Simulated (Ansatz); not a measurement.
Predict the output of the script below (the Python package of Ansatz (0.2.0)).

`run_push.py`
```python
"""Frozen displacement of one atom in Si2Mo."""

import warnings

import ansatz as az
import numpy as np
from pymatgen.core import Lattice, Structure
from pymatgen.io.ase import AseAtomsAdaptor

warnings.simplefilter("ignore", az.DeckWarning)

pmg_structure = Structure(
    Lattice([[-1.6, 1.6, 3.9305], [1.6, -1.6, 3.9305], [1.6, 1.6, -3.9305]]),
    ["Si", "Si", "Mo"],
    [
        [0.333, 0.333, 0.0],
        [0.667, 0.667, 0.0],
        [0.0, 0.0, 0.0],
    ],
)
cell = az.Crystal.from_ase(AseAtomsAdaptor.get_atoms(pmg_structure))

inverse = np.linalg.inv(np.array(cell.lattice.vectors))
home = np.array(cell.sites[2].position)
values = np.linspace(-0.2, 0.2, 5)
energies, pulls = [], []
for shift in values:
    moved = cell.move(2, to=home + shift * inverse[1])
    setup = (
        moved.calculation()
        .pseudopotentials("paw")
        .kpoints(mesh=(13, 13, 13))
        .functional(az.Functional.LDA)
        .basis(550)  # plane waves up to this kinetic energy
        .occupations("methfessel_paxton", width=0.1)  # fractional filling near the Fermi level
        .forces()  # eV per angstrom
    )
    rep = setup.run(threads=1, pin="off").report
    energies.append(rep["free_energy_ev"])
    pulls.append(rep["forces_ev_ang"][2][1])

# the force is minus the slope of the free energy
print("shift (A)   dE (eV)   force along y (eV/A)")
for shift, e, f in zip(values, energies, pulls):
    print(f"{shift:8.3f} {e - energies[2]:10.5f} {f:12.4f}")
print(f"stiffness from energies {2 * np.polyfit(values, energies, 2)[0]:.3f}, from forces {-np.polyfit(values, pulls, 1)[0]:.3f} eV/A^2")
```

```console
$ python run_push.py
shift (A)   dE (eV)   force along y (eV/A)
  -0.200    0.17533       1.7632
  -0.100    0.04362       0.8737
   0.000    0.00000      -0.0000
   0.100    0.04362      -0.8737
   0.200    0.17533      -1.7632
stiffness from energies 8.773, from forces 8.800 eV/A^2
```

The curvature of the energy gives 8.773 eV/Å² and the slope of the force 8.800 eV/Å², a positive curvature.

Notes:
- In a metal a curvature from energy changes of a few meV or less hangs on mesh and smearing, in size and even in sign.
- The structure is a deposited one; some such entries were measured under pressure or heat, so a shift against it needn't be the functional's error alone.
- All periodic images of the atom move with it, so the curvature is one diagonal element of the zone-centre force constants and no normal mode; a positive value doesn't exclude soft modes in which several atoms move.
- It ran for 110 s on 1 thread of Arm Neoverse V1, with other jobs on the host, peak memory 0.71 GiB.
